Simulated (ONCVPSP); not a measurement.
# Pseudopotential generation for gallium: ONCV, LDA (Perdew-Wang 92)

Task: generate the file, and judge it by its errors in other configurations, its logarithmic derivatives, its ghosts and its cutoff.

Method: ONCVPSP 4.0.1.1 (patched build), LDA (Perdew-Wang 92), scalar-relativistic.

**1. The atom and the settings**

The settings as typed:

| Property | Result |
| --- | --- |
| element | gallium (Ga, Z = 31) |
| type | optimised norm-conserving Vanderbilt (ONCV) |
| frozen core | [Ar] |
| valence charge | 13 |
| reference configuration | 3d10 4s1 (charge +2) |
| partial waves | 4s: rc 1.95 bohr, ncon 4, nbas 8, qcut 3.1 1/bohr, 3 projectors, debl 3.8 Ha; p scattering state at 0.28 Ha: rc 1.70 bohr, ncon 4, nbas 9, qcut 5.5 1/bohr, 3 projectors, debl 2.4 Ha; 3d: rc 1.00 bohr, ncon 4, nbas 9, qcut 13.7 1/bohr, local; f scattering state at 0.19 Ha: rc 1.50 bohr, ncon 4, nbas 8, qcut 7.9 1/bohr, 1 projector |
| local potential | the d channel |
| core correction | Teter function, fcfact 3.75, rcfact 1.25 |

The outer shells as boxes (Hund's rule for the drawing; the calculation is spin-unpolarised):

```
[Ar] core
3d [↑↓][↑↓][↑↓][↑↓][↑↓]
4s [↑ ]
```

The nodes and maxima of the atom's own shells, from an earlier all-electron run, set the scale for the radii.

All-electron outer shells of the reference configuration (LDA (PZ), scalar-relativistic, ld1.x):

```json
{"shell": "3p", "level (eV)": "-119.13", "outermost node (bohr)": "0.24", "outermost maximum (bohr)": "0.56"}
{"shell": "3d", "level (eV)": "-39.74", "outermost node (bohr)": "–", "outermost maximum (bohr)": "0.53"}
{"shell": "4s", "level (eV)": "-26.48", "outermost node (bohr)": "0.80", "outermost maximum (bohr)": "1.78"}
{"shell": "4p", "level (eV)": "-18.04", "outermost node (bohr)": "0.86", "outermost maximum (bohr)": "2.10"}
```

**2. The generation run**

Ga.dat

```
# ATOM AND REFERENCE CONFIGURATION
# atsym  z   nc   nv     iexc    psfile
  Ga 31.00    5    2  -001012      upf
#
#   n    l    f
    1    0    2.00
    2    0    2.00
    2    1    6.00
    3    0    2.00
    3    1    6.00
    3    2   10.00
    4    0    1.00
#
# PSEUDOPOTENTIAL AND OPTIMIZATION
# lmax
    3
#
#   l,   rc,      ep,       ncon, nbas, qcut
    0    1.95    0.00    4    8    3.10
    1    1.70    0.28    4    9    5.50
    2    1.00    0.00    4    9   13.70
    3    1.50    0.19    4    8    7.90
#
# LOCAL POTENTIAL
# lloc, lpopt,  rc(5),   dvloc0
    2    5    1.00    0.00
#
# VANDERBILT-KLEINMAN-BYLANDER PROJECTORs
# l, nproj, debl
    0    3    3.80
    1    3    2.40
    2    0    0.50
    3    1    2.30
#
# MODEL CORE CHARGE
# icmod, fcfact, rcfact
    3    3.75    1.25
#
# LOG DERIVATIVE ANALYSIS
# epsh1, epsh2, depsh
   -3.00    5.00    0.02
#
# OUTPUT GRID
# rlmax, drl
    6.00    0.01
#
# TEST CONFIGURATIONS
# ncnf
    4
# nvcnf
#   n    l    f
    3
    3    2   10.00
    4    0    2.00
    4    1    1.00
#
    2
    3    2   10.00
    4    0    2.00
#
    2
    3    2   10.00
    4    0    0.00
#
    3
    3    2    9.00
    4    0    2.00
    4    1    2.00
#
```

Command:

```console
$ oncvpsp.x < Ga.dat > Ga.out
```

Before running it: what results should come out? Wanted: cutoffs for 1 and 0.1 mHa per electron, occupied waves; bound ghosts; GHOST(+) flags; largest test error; largest phase difference near zero energy, channels read; rms error of d²Exc/dn², without and with the model core; projector energies reset by the program.

As calculated:

| quantity | value |
| --- | --- |
| cutoffs for 1 and 0.1 mHa per electron, occupied waves | 85 Ha and 118 Ha |
| bound ghosts | s at -105.17 eV, p at -330.10 eV, p at -33.44 eV |
| GHOST(+) flags | p at 2340 eV |
| largest test error (AE − PS) | +2.1 meV, for 3d10 4s2 (2 tests unsolved) |
| largest phase difference near zero energy, channels read | 0.027 rad |
| rms error of d²Exc/dn², without and with the model core | 10.06 and 6.41 mHa |
| projector energies reset by the program | p: 0.050, 2.450, 4.850 Ha |

In words: A bound ghost (s, p) makes it unfit for use: electrons can fall into a state that the atom doesn't have. The worst unpolarised test, 3d10 4s2, is off by 2.1 meV on 21.5 eV; by total energies transferability rates as very good where solved. Atomic tests can pass in spite of a ghost, since they solve only for the levels asked. Of the tests 2 gave no usable energy difference, which is a warning in itself. It counts as very hard, with 85 Ha needed at the looser tolerance. At the looser tolerance the 3d wave is the slowest; 4s needs 23 Ha. Near zero energy the phases of the channels with partial waves agree within 0.027 rad. The pseudo curves have a pole with no partner nearby in the atom's: p at -1.22 Ha. The program also flags highly localised states, GHOST(+) (p).
